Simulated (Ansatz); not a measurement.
# BeGaH (singlet): the correlation ladder at distance Ga1–Be2 = 3.147 Å, cc-pVDZ

An exercise on one series of results from a longer session: the logs are not shown, and one member is left open.

Method: cc-pVDZ, core rule «outside noble gas», up to 15 orbitals frozen; program: Ansatz 0.2.0, Gaussian basis.

The runs, in order: UHF; CCSD(T) on RHF; CCSD(T) on UHF; BCCD(T) on RHF; CISD; CCSDT(Q) on RHF; CCSDT(Q) on UHF; CASSCF and MRCISD+Q, 2 electrons in 2 orbitals; CASSCF and NEVPT2, 2 electrons in 2 orbitals; CASSCF and MRCISD+Q, 6 electrons in 9 orbitals; CASSCF and NEVPT2, 6 electrons in 9 orbitals; Full CI.

31 further runs of the same task are left out: 10 for a known fault of the program, 16 that didn't finish, 5 set aside as unsound or not needed.

### The system

The geometry derives from a PBE0/def2-TZVP stationary point (not a proven minimum). One bond is set to the value named and the two fragments are kept rigid. No spin-orbit coupling is included. The filled d shell of Ga may be among the frozen orbitals whatever the setting's name suggests; the logs give the count.

3 atoms, charge 0, spin multiplicity 1.

Atoms are counted from 1 here; the program's logs count them from 0.

Bond lengths: Be2–H3 1.359 Å.

As a file:

```
Ga    0.0000    0.0000    2.5511
Be    0.0000    0.0000   -0.5959
H     0.0000    0.0000   -1.9552
```

The first run:

Contents of in.yaml:

```yaml
crystal:
  periodic: [false, false, false]
  atoms:
    - {symbol: Ga, position_ang: [0.000000, 0.000000, 2.551123]}
    - {symbol: Be, position_ang: [0.000000, 0.000000, -0.595877]}
    - {symbol: H, position_ang: [0.000000, 0.000000, -1.955247]}
basis:
  gaussian: {orbitals: cc-pVDZ}
magnetization: {spin_polarized: true, initial_magnetization: 0}
hamiltonian: {xc: hf}
output: {orbitals: {seedname: orbitals}}
```

On the command line:

```sh
$ ansatz run in.yaml --threads 1 --pin off --events-out ev --progress --plain --max-ram 2393MiB
```

Among the steps run: UHF; CCSD(T) on RHF; CCSD(T) on UHF; BCCD(T) on RHF; CISD; CCSDT(Q) on RHF; CCSDT(Q) on UHF; CASSCF and MRCISD+Q, 2 electrons in 2 orbitals; CASSCF and NEVPT2, 2 electrons in 2 orbitals; CASSCF and MRCISD+Q, 6 electrons in 9 orbitals; CASSCF and NEVPT2, 6 electrons in 9 orbitals; Full CI.

One table of the session follows, with a row left open; its other results are not shown here.

```
          method  from FCI (meV)
             RHF         +3082.6
             UHF         +3073.4
            RMP2          +929.3
            CISD          +279.2
           RCCSD           +97.1
        RCCSD(T)           +28.5
         BCCD(T)           +28.3
          RCCSDT            +5.6
       RCCSDT(Q)            +1.5
     CASSCF pair         +2629.9
     NEVPT2 pair          +825.6
     MRCISD pair               ?
   MRCISD+Q pair           -35.1
  CASSCF valence         +1200.0
  NEVPT2 valence          +427.9
  MRCISD valence           +51.6
MRCISD+Q valence           +10.9
             FCI               0
```

Q: Estimate the row for MRCISD pair from the others.

**Answer.** from FCI (meV): +189.7. In the column «from FCI (meV)» it lies between RCCSD (+97.1) and CISD (+279.2).

Not comparable, so not listed: CCSD(T) on UHF; CCSDT(Q) on UHF (they don't share determinant, frozen orbitals or solution with the rows shown, or repeat one).

To keep in mind: MRCISD+Q pair falls below full CI: the +Q correction isn't variational, and the cores differ from full CI's.
